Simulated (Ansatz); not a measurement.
# SnO: the cost of one run

Computed with Ansatz 0.2.0 (DFT PBE, scalar-relativistic, plane waves, PAW, unless a step's input says otherwise).

## 1. The starting structure

It takes space group P4/nmm (No. 129, tetragonal). The conventional cell has a = 3.799 Å, b = 3.799 Å, c = 4.841 Å, α = 90.00°, β = 90.00°, γ = 90.00°. Sn (site symmetry 4mm) is surrounded by 4 O at 2.22 Å. O (site symmetry -4m2) has 4 Sn at 2.22 Å as nearest neighbours.

Coordinates:

```
Sn O
1.0
     3.79860    0.00000    0.00000
     0.00000    3.79860    0.00000
     0.00000    0.00000    4.84080
Sn O
2 2
Cartesian
  1.8993 0.0000 1.1468
  0.0000 1.8993 3.6940
  0.0000 0.0000 0.0000
  1.8993 1.8993 0.0000
```

The structure rests on an entry of the Crystallography Open Database; cell or positions may have been set otherwise for this series.

## 2. Relaxing cell and atoms: SnO, no spin

The input, input.yaml:

```yaml
crystal:
  lattice:
    - [3.7986, 0.0, 0.0]
    - [0.0, 3.7986, 0.0]
    - [0.0, 0.0, 4.8408]
  atoms:
    - { symbol: Sn, position: [0.5, 0.0, 0.2369] }
    - { symbol: Sn, position: [0.0, 0.5, 0.7631] }
    - { symbol: O, position: [0.0, 0.0, 0.0] }
    - { symbol: O, position: [0.5, 0.5, 0.0] }
scf:
  occupations: { method: gaussian, width: 0.02 }
output:
  forces: true
  stress: true
hamiltonian:
  xc: pbe
kpoints:
  mp_grid: { grid: [10, 10, 8] }
relax:
  f_tol: 0.003
  cell: { stress_tol: 0.02 }
```

Launch:

```bash
ansatz run input.yaml --threads 4 --pin off --max-ram 8192MiB --backend cpu --events-out ev --progress --plain --runs-dir out
```

What time and memory should one allow on 4 threads of Intel Xeon 6975P-C (Granite Rapids), shared host?

About 18 s, with a peak of 0.49 GiB.
